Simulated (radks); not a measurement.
# Ionisation of Sn²⁹⁺: one atom, several choices of relativity

The task here is to estimate one member of a computed series from the others.

Method: Kohn-Sham, BLYP, spin-unpolarised, spherical densities. Code: radks (a radial shooting solver on a logarithmic mesh, Libxc functionals) version 1.

## The system

| Property | Result |
| --- | --- |
| element | tin (Z = 50) |
| charge | +29 |
| electrons | 21 |
| configuration | [Ar] 3d3 |
| ion | Sn³⁰⁺, [Ar] 3d2 |
| choices | non-relativistic; scalar-relativistic; Dirac, 2j+1 shares; Dirac, low j first; scalar-relativistic, finite nucleus; Dirac, 2j+1 shares, finite nucleus; Dirac, c × 1.5; Dirac, c × 10; Dirac, c × 1.25 |

Set-up of the first run:

The run's settings:

```text
Z 50
configuration [Ar] 3d3
relativity non-relativistic
functional b88,lyp
spin unpolarised
nucleus point
```

Among the steps run: non-relativistic: Sn²⁹⁺.

One table of the session follows, with a row left open; its other results are not shown here.

It belongs to the step «non-relativistic: Sn²⁹⁺». From the orbitals of this run (lengths in bohr):

```
level      <r>  outermost maximum (interpolated)  90 % within  nodes
   1s  0.03042                            0.0201       0.0541      0
   2s   0.1305                             0.111        0.200      1
   2p        ?                                 ?            ?      ?
   3s   0.3276                             0.306        0.476      2
   3p   0.3147                             0.291        0.466      1
   3d   0.2782                             0.232        0.427      0
```

Estimate the missing values for 2p.

**Answer.** <r>: 0.1113; outermost maximum (interpolated): 0.0871; 90 % within: 0.180; nodes: 0. In the column «<r>» it lies between 1s (0.03042) and 2s (0.1305).

To keep in mind: Spin polarisation and multiplet splitting of open shells are left out at every level.
